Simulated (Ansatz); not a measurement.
Born–Oppenheimer molecular dynamics of a periodic cell of 16 atoms, WC (surface WC(001)). It goes on from the last frame of an earlier run, with new velocities.

The calculation used Ansatz, DFT PBE-D3(BJ), scalar-relativistic, plane waves, PAW. Settings: accuracy low, PAW set soft_1, cutoff 420 eV, k mesh 2x2x1, fermi-dirac smearing 0.05 eV, no spin polarisation.

* ensemble: NVT, Langevin thermostat
* time step: 4 fs
* steps asked: 110
* set temperature: 450 K
* friction: 0.005 /fs
* atoms held: 1, 5, 9, 13
* seed: 121127

First frame:

```xyz
16
Lattice="5.8117 0.0000 0.0000 -2.9058 5.0330 0.0000 0.0000 0.0000 15.2565" Properties=species:S:1:pos:R:3
W 0.000 0.000 1.000
C 1.410 0.823 2.329
W -0.021 0.033 3.858
C 1.379 0.898 4.960
W -1.453 2.517 1.000
C -0.026 3.301 2.357
W -1.478 2.532 3.877
C -0.071 3.359 4.926
W 2.906 0.000 1.000
C 4.371 0.852 2.320
W 2.861 0.045 3.874
C 4.244 0.895 4.964
W 1.453 2.517 1.000
C 2.908 3.339 2.316
W 1.430 2.525 3.827
C 2.906 3.449 4.955
```

**Question.** What does the run give?

**Answer.** All steps were run.

```yaml
steps_done: 110
time_covered: 440 fs
mean_temperature_over_the_second_half: 485 K
spread_of_the_potential_energy_over_the_second_half: 8.2 meV per atom
mean_potential_energy_of_the_second_half_above_the_start: 29.8 meV per atom
```

A run of 0.44 ps of so small a system gives no equilibrium averages. Limits of this set-up: coarse k mesh, thin slab, slab without dipole correction, low accuracy level.

**Question.** What happens to the structure?

**Answer.** Mean squared displacements from the first frame to the last: W 0.01 Å², C 0.02 Å². This is one draw of velocities; another would differ in detail.

**Question.** How do temperature and energy run in time?

**Answer.** 
| time (fs) | T (K) | potential energy less start (eV) |
| --- | --- | --- |
| 0.0 | 450 | 0.000 |
| 20.0 | 357 | 0.222 |
| 40.0 | 258 | 0.441 |
| 60.0 | 444 | 0.175 |
| 80.0 | 430 | 0.253 |
| 100.0 | 367 | 0.202 |
| 120.0 | 369 | 0.229 |
| 140.0 | 367 | 0.314 |
| 160.0 | 430 | 0.386 |
| 180.0 | 346 | 0.459 |
| 200.0 | 346 | 0.480 |
| 220.0 | 499 | 0.337 |
| 240.0 | 484 | 0.464 |
| 260.0 | 477 | 0.496 |
| 280.0 | 536 | 0.466 |
| 300.0 | 516 | 0.258 |
| 320.0 | 362 | 0.435 |
| 340.0 | 416 | 0.545 |
| 360.0 | 546 | 0.354 |
| 380.0 | 496 | 0.574 |
| 400.0 | 527 | 0.657 |
| 420.0 | 460 | 0.729 |
| 440.0 | 687 | 0.396 |

The run took 17 min on 1 thread of Intel(R) Xeon(R) Platinum 8259CL CPU @ 2.50GHz (Skylake/Cascade Lake) (shared host), peak memory 0.83 GiB.
